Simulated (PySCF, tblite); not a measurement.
# C₇H₁₀BF: geometry, infrared bands and NMR shifts

What infrared bands and NMR shifts should C₇H₁₀BF (`BC/C(C)=C\C#CCF`) show?

The runs use tblite 0.8.0 and PySCF 2.14.0, with density-fitted response routines of our own; the level of theory stands in each step. All values are computed, except where a source is named. Atoms are numbered from 0 throughout.

**1. The starting structure**

19 atoms, charge 0, multiplicity 1; geometry from: force field or distance geometry start.

Bonds of the start (Å): B0–C1 1.57, C1–C2 1.49, C2–C3 1.50, C2–C4 1.30, C4–C5 1.43, C5–C6 1.21, C6–C7 1.47, C7–F8 1.40, B0–H9 1.19, B0–H10 1.18, C1–H11 1.13, C1–H12 1.10, C3–H13 1.09, C3–H14 1.11, C3–H15 1.12, C4–H16 1.09, C7–H17 1.10, C7–H18 1.11.

**2. Geometry optimisation with GFN2-xTB**

What the job is given:

```
{"job": {"kind": "relax", "xc": "GFN2-xTB", "basis": "xTB"}, "charge": 0, "multiplicity": 1}
B     -0.488400     1.412700    -0.737300
C     -1.565700     0.280300    -0.582200
C     -1.066500    -0.986900     0.018900
C     -2.073900    -2.090900     0.178000
C      0.148400    -1.238100     0.417700
C      1.201400    -0.277300     0.309200
C      2.079800     0.545000     0.217700
C      3.144700     1.546300     0.090400
F      3.799700     1.424500    -1.138700
H     -0.330400     1.815300    -1.851000
H     -0.408000     2.231100     0.108800
H     -2.394700     0.720000     0.042900
H     -2.038700    -0.001900    -1.533700
H     -3.066500    -1.703600    -0.045500
H     -1.858600    -2.887100    -0.561300
H     -2.046300    -2.496500     1.226600
H      0.413900    -2.204200     0.840000
H      3.906100     1.388900     0.863400
H      2.633900     2.531600     0.143800
```

Run with:

```bash
OMP_NUM_THREADS=1 python probes_run.py task.json out
```

This one command runs all jobs of the session in turn.

**Question.** This job is followed by: GFN2-xTB harmonic vibrations, gas phase; GIAO PBE0/pcSseg-1 NMR shielding, non-relativistic, gas phase. Predict these results of the whole session: strongest single infrared mode (GFN2-xTB); zero-point energy (GFN2-xTB); 13C shifts against TMS (PBE0/pcSseg-1); 1H shifts against TMS (PBE0/pcSseg-1, means over atoms taken as alike); 11B shifts against BF3·OEt2 (PBE0/pcSseg-1); 19F shifts against CFCl3 (PBE0/pcSseg-1); surface potential, 1st and 99th percentile.

The runs gave:

| quantity | value |
| --- | --- |
| strongest single infrared mode (GFN2-xTB) | 2630 cm⁻¹, 147 km/mol |
| zero-point energy (GFN2-xTB) | 91.7 kcal/mol |
| 13C shifts against TMS (PBE0/pcSseg-1) | 187.4, 108.5, 101.3, 98.8, 74.0, 34.5, 26.8 ppm |
| 1H shifts against TMS (PBE0/pcSseg-1, means over atoms taken as alike) | 5.57, 5.49, 5.44, 2.12, 2.12 ppm |
| 11B shifts against BF3·OEt2 (PBE0/pcSseg-1) | 34.8 ppm |
| 19F shifts against CFCl3 (PBE0/pcSseg-1) | -241.7 ppm |
| surface potential, 1st and 99th percentile | -1.11 V and 1.17 V |

What this shows: Relaxing lowered the energy by 0.454 eV in 176 steps; the close pair that moved most is C3–H15, from 1.125 to 1.088 Å. No mode is imaginary among the 51: a minimum at this level. The strongest single mode, at 2630 cm⁻¹, moves mainly H9. GFN2-xTB is a fitted tight-binding method: band positions and strengths are rough. Its intensities can rank the bands wrongly. The most deshielded hydrogen is H17, H18 (mean) (hydrogen on a propargylic sp3 CH2 bonded to F), at 5.57 ppm: its carbon carries F, which withdraws density. At PBE0/pcSseg-1, counted by nearest atom on the grid, the HOMO lies on C4, C6 about 24 % each; C2 19 %, the LUMO on C2 30 %; C5, C6 about 16 % each.
